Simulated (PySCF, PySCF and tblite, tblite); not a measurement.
# C5H4O3S: conformers and averaged spectra

Which conformers does C5H4O3S (`O=CC1=CS(=O)(=O)C=C1`) populate, and what do their averaged NMR parameters look like?

Programs: PySCF 2.14.0 with density-fitted response routines of our own, and tblite 0.8.0. All values are computed, except where a source is named. Atoms count from 0 throughout.

### 1 The molecule as given

13 atoms, charge 0, multiplicity 1; geometry from: MMFF94s geometry.

Bonds of the start (Å): C1–C2 1.46, C1–H9 1.11, C2–C3 1.33, C2–C8 1.45, C3–H10 1.08, C3–S4 1.74, C7–C8 1.34, C7–H11 1.08, C8–H12 1.08, O0–C1 1.22, S4–C7 1.74, S4–O5 1.46, S4–O6 1.44.

### 2 GFN2-xTB relaxation, conformer 1

The job: settings as JSON, then the geometry in Å.

```
{"job": {"xc": "GFN2-xTB", "basis": "xTB", "kind": "relax"}, "charge": 0, "multiplicity": 1}
O      2.700700     1.423100    -0.502000
C      2.204700     0.331900    -0.265700
C      0.767000     0.118400    -0.087400
C      0.235900    -1.074100     0.168600
S     -1.488300    -0.933400     0.308000
O     -2.108400    -1.629200    -0.810800
O     -1.885400    -1.167600     1.667400
C     -1.471100     0.779900    -0.011200
C     -0.211500     1.183800    -0.200900
H      2.834100    -0.573300    -0.140600
H      0.733100    -2.027400     0.306000
H     -2.383200     1.358400    -0.043000
H      0.067900     2.209800    -0.406000
```

Run with:

```console
$ OMP_NUM_THREADS=1 python ens_run.py task.json out
```

One launch serves the whole session.

Standard output:

```text
step      E/eV     max force
  0    -763.89088    1.870
  1    -763.95456    2.267
  2    -763.99878    0.606
  3    -764.01505    0.467
  4    -764.03926    0.512
  5    -764.05048    0.296
  6    -764.05400    0.177
  7    -764.05765    0.189
  8    -764.06134    0.170
  9    -764.06296    0.129
 10    -764.06403    0.107
 11    -764.06481    0.111
 12    -764.06563    0.094
 13    -764.06646    0.095
 14    -764.06736    0.085
 15    -764.06821    0.095
 16    -764.06886    0.091
 17    -764.06930    0.068
 18    -764.06964    0.057
 19    -764.06998    0.061
 20    -764.07038    0.066
 21    -764.07076    0.054
 22    -764.07099    0.029
 23    -764.07099    0.029
 24    -764.07104    0.021
 25    -764.07111    0.025
 26    -764.07113    0.015
 27    -764.07114    0.015
 28    -764.07115    0.016
 29    -764.07115    0.009
 30    -764.07116    0.008
 31    -764.07116    0.004
 32    -764.07116    0.003
```

It took 0.2 s on 1 thread of Arm Neoverse V2, shared host.

Gain 0.180 eV; displacement 0.07 Å root mean square.

GFN2-xTB relaxation, conformer 2:

The job: settings as JSON, then the geometry in Å.

```
{"job": {"xc": "GFN2-xTB", "basis": "xTB", "kind": "relax"}, "charge": 0, "multiplicity": 1}
O      2.875300    -0.858400    -0.729300
C      2.223300     0.096600    -0.298100
C      0.774900     0.046700    -0.090000
C      0.047800    -1.033700    -0.399900
S     -1.618100    -0.739500    -0.032900
O     -2.378000    -0.687000    -1.276100
O     -2.033600    -1.548600     1.077600
C     -1.311900     0.889200     0.517100
C     -0.003900     1.153200     0.425600
H      2.711000     1.040200    -0.005200
H      0.395500    -1.982000    -0.788500
H     -2.114600     1.520500     0.863400
H      0.427900     2.103400     0.718500
```

Standard output:

```text
step      E/eV     max force
  0    -763.84194    2.390
  1    -763.90315    3.030
  2    -763.96721    0.554
  3    -763.98112    0.441
  4    -764.00453    0.486
  5    -764.01736    0.339
  6    -764.02213    0.191
  7    -764.02646    0.186
  8    -764.03078    0.202
  9    -764.03314    0.131
 10    -764.03475    0.120
 11    -764.03581    0.109
 12    -764.03683    0.100
 13    -764.03811    0.098
 14    -764.03962    0.129
 15    -764.04099    0.131
 16    -764.04202    0.095
 17    -764.04265    0.067
 18    -764.04306    0.058
 19    -764.04341    0.064
 20    -764.04381    0.060
 21    -764.04420    0.054
 22    -764.04446    0.041
 23    -764.04458    0.022
 24    -764.04458    0.022
 25    -764.04460    0.018
 26    -764.04465    0.017
 27    -764.04465    0.016
 28    -764.04466    0.007
 29    -764.04466    0.006
 30    -764.04466    0.004
 31    -764.04467    0.004
```

Run time: 0.17 s. Hardware: 1 thread of Arm Neoverse V2, shared host.

The energy fell by 0.203 eV, and the atoms moved 0.08 Å (root mean square).

### 3 Shieldings, conformer 1: PBE0/pcSseg-1 in chloroform

The job: settings as JSON, then the geometry in Å.

```
{"job": {"xc": "PBE0", "basis": "pcSseg-1", "solvent": "chloroform", "kind": "nmr", "pop": true}, "charge": 0, "multiplicity": 1}
O      2.648231     1.471945    -0.507299
C      2.213352     0.380210    -0.266492
C      0.776558     0.079688    -0.084570
C      0.262268    -1.121202     0.180390
S     -1.535788    -0.951438     0.308550
O     -2.179211    -1.657967    -0.760016
O     -1.965398    -1.216048     1.650360
C     -1.467718     0.819952    -0.021857
C     -0.205360     1.169536    -0.197119
H      2.868538    -0.502840    -0.160451
H      0.767610    -2.057399     0.306597
H     -2.350236     1.424627    -0.054684
H      0.162765     2.161421    -0.411136
```

Standard output:

```text
coarse grid: 12792 points
cycle   1  E = -815.6165486683  dE =  2.445e+00  |g| = 1.302e+00  |ddm| = 3.861e+00
cycle   2  E = -814.6278714510  dE =  9.887e-01  |g| = 2.607e+00  |ddm| = 3.699e+00
cycle   3  E = -815.9187289479  dE = -1.291e+00  |g| = 2.053e-01  |ddm| = 2.840e+00
cycle   4  E = -815.9276212555  dE = -8.892e-03  |g| = 9.884e-02  |ddm| = 3.052e-01
cycle   5  E = -815.9297271686  dE = -2.106e-03  |g| = 3.295e-02  |ddm| = 1.194e-01
cycle   6  E = -815.9299576230  dE = -2.305e-04  |g| = 8.793e-03  |ddm| = 3.418e-02
cycle   7  E = -815.9299732053  dE = -1.558e-05  |g| = 2.062e-03  |ddm| = 8.848e-03
cycle   8  E = -815.9299740239  dE = -8.186e-07  |g| = 9.575e-04  |ddm| = 2.349e-03
final grid: 122904 points
cycle   9  E = -816.0180510180  dE = -9.030e-06  |g| = 1.413e-02  |ddm| = 3.778e-02
cycle  10  E = -816.0179599792  dE =  9.104e-05  |g| = 2.589e-02  |ddm| = 3.496e-02
cycle  11  E = -816.0180897864  dE = -1.298e-04  |g| = 2.403e-03  |ddm| = 2.386e-02
cycle  12  E = -816.0180909390  dE = -1.153e-06  |g| = 3.661e-04  |ddm| = 2.542e-03
cycle  13  E = -816.0180909599  dE = -2.090e-08  |g| = 1.993e-04  |ddm| = 4.513e-04
cycle  14  E = -816.0180909679  dE = -8.014e-09  |g| = 2.580e-05  |ddm| = 1.839e-04
cycle  15  E = -816.0180909680  dE = -1.144e-10  |g| = 9.346e-06  |ddm| = 3.151e-05
converged SCF energy = -816.0180909680

GIAO shielding tensors (ppm)
atom      isotropic    diamagn.    paramagn.     s11        s22        s33       span
  0 O     -341.335     399.536    -740.871  -1003.001   -415.941    394.937   1397.938
  1 C       -7.993     241.080    -249.072    -93.729    -27.862     97.613    191.342
  2 C       44.511     264.849    -220.338    -56.585     50.967    139.151    195.735
  3 C       31.212     258.419    -227.207    -62.887     27.839    128.682    191.568
  4 S      153.158    1049.741    -896.584     64.938    178.536    215.999    151.061
  5 O      154.580     396.675    -242.095     97.229    105.339    261.172    163.943
  6 O      154.583     396.686    -242.102     97.159    105.258    261.333    164.175
  7 C       43.544     261.730    -218.186    -46.065     52.995    123.703    169.768
  8 C       53.833     251.073    -197.240    -63.980     54.816    170.662    234.642
  9 H       21.542      26.825      -5.283     19.402     20.936     24.287      4.885
 10 H       24.238      32.337      -8.099     22.791     24.581     25.343      2.552
 11 H       24.659      30.348      -5.689     23.954     24.242     25.782      1.828
 12 H       24.093      31.777      -7.683     22.109     22.689     27.482      5.373
```

Wall time 21 s (1 thread of Arm Neoverse V2, shared host); peak memory 0.87 GiB.

Key values: HOMO -8.01 eV, LUMO -3.08 eV; dipole 2.51 D.

### 4 Shieldings, conformer 2: PBE0/pcSseg-1 in chloroform

The job: settings as JSON, then the geometry in Å.

```
{"job": {"xc": "PBE0", "basis": "pcSseg-1", "solvent": "chloroform", "kind": "nmr", "pop": false}, "charge": 0, "multiplicity": 1}
O      2.949987    -0.758239    -0.707087
C      2.242823     0.112123    -0.283420
C      0.776860     0.000616    -0.113452
C      0.060809    -1.085519    -0.411960
S     -1.673053    -0.747878    -0.036349
O     -2.455042    -0.722113    -1.237119
O     -2.123758    -1.566650     1.050118
C     -1.300700     0.925705     0.528259
C      0.000964     1.130619     0.416491
H      2.648956     1.095515     0.021439
H      0.416595    -2.015915    -0.807740
H     -2.062421     1.588792     0.883042
H      0.513592     2.043430     0.680050
```

Standard output:

```text
coarse grid: 12792 points
cycle   1  E = -815.6103150615  dE =  2.452e+00  |g| = 1.307e+00  |ddm| = 3.865e+00
cycle   2  E = -814.6028836915  dE =  1.007e+00  |g| = 2.624e+00  |ddm| = 3.699e+00
cycle   3  E = -815.9150838630  dE = -1.312e+00  |g| = 2.082e-01  |ddm| = 2.830e+00
cycle   4  E = -815.9243946839  dE = -9.311e-03  |g| = 9.717e-02  |ddm| = 3.109e-01
cycle   5  E = -815.9264591734  dE = -2.064e-03  |g| = 3.209e-02  |ddm| = 1.142e-01
cycle   6  E = -815.9266779834  dE = -2.188e-04  |g| = 8.971e-03  |ddm| = 3.160e-02
cycle   7  E = -815.9266942970  dE = -1.631e-05  |g| = 2.190e-03  |ddm| = 8.680e-03
cycle   8  E = -815.9266952060  dE = -9.091e-07  |g| = 1.005e-03  |ddm| = 2.367e-03
final grid: 122904 points
cycle   9  E = -816.0144947108  dE = -9.408e-06  |g| = 1.433e-02  |ddm| = 3.597e-02
cycle  10  E = -816.0143999928  dE =  9.472e-05  |g| = 2.640e-02  |ddm| = 3.549e-02
cycle  11  E = -816.0145345632  dE = -1.346e-04  |g| = 2.382e-03  |ddm| = 2.410e-02
cycle  12  E = -816.0145356786  dE = -1.115e-06  |g| = 3.483e-04  |ddm| = 2.348e-03
cycle  13  E = -816.0145356951  dE = -1.649e-08  |g| = 2.129e-04  |ddm| = 4.166e-04
cycle  14  E = -816.0145357040  dE = -8.860e-09  |g| = 2.550e-05  |ddm| = 1.827e-04
cycle  15  E = -816.0145357041  dE = -1.128e-10  |g| = 1.083e-05  |ddm| = 3.360e-05
converged SCF energy = -816.0145357041

GIAO shielding tensors (ppm)
atom      isotropic    diamagn.    paramagn.     s11        s22        s33       span
  0 O     -359.020     398.452    -757.472  -1028.957   -428.648    380.546   1409.503
  1 C      -10.689     241.601    -252.290    -95.409    -26.372     89.714    185.123
  2 C       46.040     265.063    -219.023    -56.494     56.854    137.760    194.254
  3 C       39.116     258.178    -219.062    -47.323     32.103    132.567    179.890
  4 S      157.499    1049.791    -892.292     64.697    181.829    225.973    161.276
  5 O      160.919     396.677    -235.758    100.618    104.978    277.160    176.542
  6 O      160.997     396.686    -235.689    100.541    104.944    277.508    176.967
  7 C       41.897     261.672    -219.775    -49.970     51.890    123.770    173.740
  8 C       51.695     251.333    -199.637    -62.454     56.780    160.760    223.214
  9 H       21.703      26.986      -5.283     19.862     21.492     23.755      3.893
 10 H       24.135      32.511      -8.377     23.190     23.566     25.649      2.458
 11 H       24.611      30.315      -5.705     23.951     24.216     25.665      1.714
 12 H       24.229      31.255      -7.026     22.438     23.665     26.584      4.146
```

Run time: 19 s. Hardware: 1 thread of Arm Neoverse V2, shared host; peak memory 0.91 GiB.

This run: HOMO -7.94 eV, LUMO -3.24 eV; dipole 5.37 D.

### 5 The ensemble: properties at PBE0/pcSseg-1 in chloroform

The job: settings as JSON, then the geometry in Å.

```
{"job": {"study": "conf", "smiles": "O=CC1=CS(=O)(=O)C=C1", "search": {"seed": 8070, "n_embed": 60, "ff_keep": 14, "window": 3.0, "nmax": 10, "temps": [200, 250, 298.15, 350, 400], "t_ref": 298.15, "order": 0.002}, "level": {"nmr": {"xc": "PBE0", "basis": "pcSseg-1", "solvent": "chloroform"}}, "kind": "conf"}, "charge": 0, "multiplicity": 1}
O      2.648231     1.471945    -0.507299
C      2.213352     0.380210    -0.266492
C      0.776558     0.079688    -0.084570
C      0.262268    -1.121202     0.180390
S     -1.535788    -0.951438     0.308550
O     -2.179211    -1.657967    -0.760016
O     -1.965398    -1.216048     1.650360
C     -1.467718     0.819952    -0.021857
C     -0.205360     1.169536    -0.197119
H      2.868538    -0.502840    -0.160451
H      0.767610    -2.057399     0.306597
H     -2.350236     1.424627    -0.054684
H      0.162765     2.161421    -0.411136
```

Standard output:

```text
conformer  sym    E(xTB)   E(DFT)   G(298.15 K)  weight  dipole/D
    1     Cs      0.000    0.000    0.000   0.9730    2.512
    2     Cs      0.611    2.239    2.125   0.0270    5.370

mean shielding (ppm) by class
class atoms           200 K      250 K   298.15 K      350 K      400 K
  0 O  0           -341.416   -341.575   -341.812   -342.136   -342.488
  1 C  1             -8.005     -8.029     -8.066     -8.115     -8.169
  2 C  2             44.518     44.532     44.552      44.58     44.611
  3 C  3             31.248     31.319     31.425      31.57     31.727
  4 S  4            153.177    153.216    153.275    153.354    153.441
  5 O  5,6          154.611    154.668    154.754    154.871    154.997
  6 C  7             43.537     43.522       43.5      43.47     43.437
  7 C  8             53.823     53.804     53.775     53.736     53.693
  8 H  9             21.543     21.544     21.546     21.549     21.552
  9 H  10            24.238     24.237     24.235     24.233     24.231
 10 H  11            24.659     24.658     24.658     24.657     24.656
 11 H  12            24.094     24.095     24.097       24.1     24.102
```

Wall time 42 s (1 thread of Arm Neoverse V2, shared host). This counts the runs that the step sums up.

The search (ETKDG and KDG, MMFF94s, GFN2-xTB) embedded 60 structures, kept 2 distinct ones after the force field and 2 after xTB; 2 were carried on (window 3.0 kcal/mol at the search's own energies). Energies: PBE0/pcSseg-1 in chloroform with D3(BJ).

The conformers at 298 K:

```csv
no.,group,mirror pair,ΔE xTB,ΔE DFT,ΔG,weight (%),μ (D),O0–C1–C2–C3 (°),"A, B, C (GHz)"
1,Cs,no,0.00,0.00,0.00,97.3,2.51,180,"3.87, 0.89, 0.84"
2,Cs,no,0.61,2.24,2.12,2.7,5.37,0,"3.31, 0.95, 0.86"
```

Energies in kcal/mol. ΔG holds xTB vibrations and rotation, symmetry numbers and mirror pairs.

Weights (%) by temperature:

```csv
no.,200 K,250 K,298 K,350 K,400 K
1,99.5,98.6,97.3,95.5,93.5
2,0.5,1.4,2.7,4.5,6.5
```

Other ways of weighting, at the same temperature:

```csv
scheme,1,2,mean μ (D)
DFT free energy,97,3,2.59
"DFT energy, symmetry counted",98,2,2.58
DFT energy alone,98,2,2.58
"xTB energy, symmetry counted",74,26,3.26
xTB free energy,70,30,3.38
lowest conformer only,100,0,2.51
equal weights,50,50,3.94
```

Shifts against references run at the same level (¹³C TMS 187.6, ¹⁷O H2O 342.2, ¹H TMS 31.70 ppm of shielding), by class of atoms, at 298 K:

```csv
atoms,environment,no. 1,no. 2,average
C1,aldehyde carbonyl carbon,195.6,198.3,195.7
C3,β carbon of a C=C–C=O unit,156.4,148.5,156.2
C7,alkene CH,144.0,145.7,144.1
C2,α carbon of a C=C–C=O unit,143.1,141.6,143.0
C8,alkene CH,133.8,135.9,133.8
H9,hydrogen on an aldehyde carbonyl carbon,10.16,10.00,10.15
H12,hydrogen on an alkene CH,7.61,7.47,7.60
H10,hydrogen on a β carbon of a C=C–C=O unit,7.46,7.56,7.46
H11,hydrogen on an alkene CH,7.04,7.09,7.04
O0,aldehyde oxygen,683.6,701.2,684.0
"O5, O6",S=O oxygen,187.6,181.3,187.5
S4,sulfone sulfur,153 (σ),157 (σ),153 (σ)
```

Effective distances for nuclear Overhauser effects, ⟨r⁻⁶⟩^(−1/6) over all pairs of two classes (Å): H11···H12 2.64; H9···H10 2.67; H9···H12 3.61.

### 6 Outcome

| quantity | value |
| --- | --- |
| conformers | 2; the first in weight is no. 1 (Cs), 97 % at 298 K |
| root-mean-square dipole | 2.63 D |
| averaged ¹³C shifts (PBE0/pcSseg-1 in chloroform) | 195.7, 156.2, 144.1, 143.0, 133.8 ppm |
| averaged ¹H shifts (PBE0/pcSseg-1 in chloroform) | 10.15, 7.60, 7.46, 7.04 ppm |

In words: Conformer 1 leads with 97 % at 298 K, and its share goes from 100 % at 200 K to 93 % at 400 K.
